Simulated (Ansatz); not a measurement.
This script makes an equation of state with a fit of NbB2, space group P6/mmm with Ansatz 0.2.0 through its Python package.

`nbb2_eos.py`
```python
import warnings

import ansatz as az
import numpy as np
from scipy.optimize import curve_fit

vectors0 = np.array([
    [3.086, 0.0, 0.0],
    [-1.543, 2.672554, 0.0],
    [0.0, 0.0, 3.306],
])
sites = [
    ("Nb", (0.0, 0.0, 0.0)),
    ("B", (1 / 3, 2 / 3, 0.5)),
    ("B", (2 / 3, 1 / 3, 0.5)),
]


def make_crystal(cell):
    crystal = az.Crystal(lattice=az.Lattice.of(cell))
    for symbol, position in sites:
        crystal = crystal.atom(symbol, position)
    return crystal

def vinet(v, e0, v0, b0, b1):
    eta = (v / v0) ** (1 / 3)
    return e0 + 2 * b0 * v0 / (b1 - 1) ** 2 * (2 - (5 + 3 * b1 * (eta - 1) - 3 * eta) * np.exp(-1.5 * (b1 - 1) * (eta - 1)))

warnings.simplefilter("ignore", az.DeckWarning)

volumes, energies, pressures = [], [], []
for scale in np.linspace(0.92, 1.08, 7):
    cell = vectors0 * scale ** (1 / 3)
    base = (
        make_crystal(cell).calculation()
        .functional("lda")
        .occupations("fermi_dirac", width=0.1)
        .basis(500)
        .kpoints(11, 11, 9)
        .stress()
    )
    r = base.run(threads=1).report
    volumes.append(abs(np.linalg.det(cell)) / len(sites))
    energies.append(r["free_energy_ev"] / len(sites))
    pressures.append(np.trace(r["stress_gpa"]) / 3)
    print(f"V = {volumes[-1]:8.4f} A^3/atom  F = {energies[-1]:.5f} eV/atom  P = {pressures[-1]:8.3f} GPa")

guess = (min(energies), volumes[int(np.argmin(energies))], 0.5, 4.5)
(e0, v0, b0, b1), _ = curve_fit(vinet, np.array(volumes), np.array(energies), p0=guess, maxfev=20000)
print(f"Vinet fit: V0 = {v0:.4f} A^3/atom, B0 = {160.21766 * b0:.1f} GPa, B1 = {b1:.2f}")
print("largest residual", round(1000 * float(np.abs(vinet(np.array(volumes), e0, v0, b0, b1) - energies).max()), 3), "meV/atom")
```

From its runs, with one value withheld:

| V (Å³/atom) | F less the lowest row shown (meV/atom) |
| --- | --- |
| 8.362 | 39.80 |
| 8.604 | 12.12 |
| 8.846 | 0.00 |
| 9.089 | 1.46 |
| 9.331 | 14.79 |
| 9.573 | 38.49 |
| 9.816 | ? |

What is the missing energy at 9.816 Å³ an atom?

A third-order Birch-Murnaghan fit, E = E0 + (9 V0 B0 / 16) [(t - 1)³ B' + (t - 1)² (6 - 4t)] with t = (V0/V)^(2/3), through the 6 rows shown gives V0 = 8.938 Å³, B0 = 314.0 GPa, B' = 3.98 and E0 = -0.95 meV. At V = 9.816 Å³, t = 0.93949, and the fit extrapolates to 71.27 meV. The run gave 71.26 meV, a miss of 0.02 meV.

What to keep in mind:
- The run is spin-unpolarised.
- Shape and fractional positions are held along the curve, so the bulk modulus is an upper value where they are free to relax.
- For a metal this k-point mesh is coarse: on a finer one energies can move by several to tens of meV an atom and pressures by half a GPa or more, differences at one mesh by less.
- Of the deposited cell: the entry's cell lengths or inner coordinates differ somewhat from later room-temperature determinations.
- Pressure is positive in compression.
- At these settings the cell as given stands under about -5 GPa, so it isn't at this functional's equilibrium volume.
- The structure is a deposited one; some such entries were measured under pressure or heat, so a shift against it needn't be the functional's error alone.
- Finished in 15 s on 1 thread of Arm Neoverse V1, with other jobs on the host, peak memory 0.43 GiB.
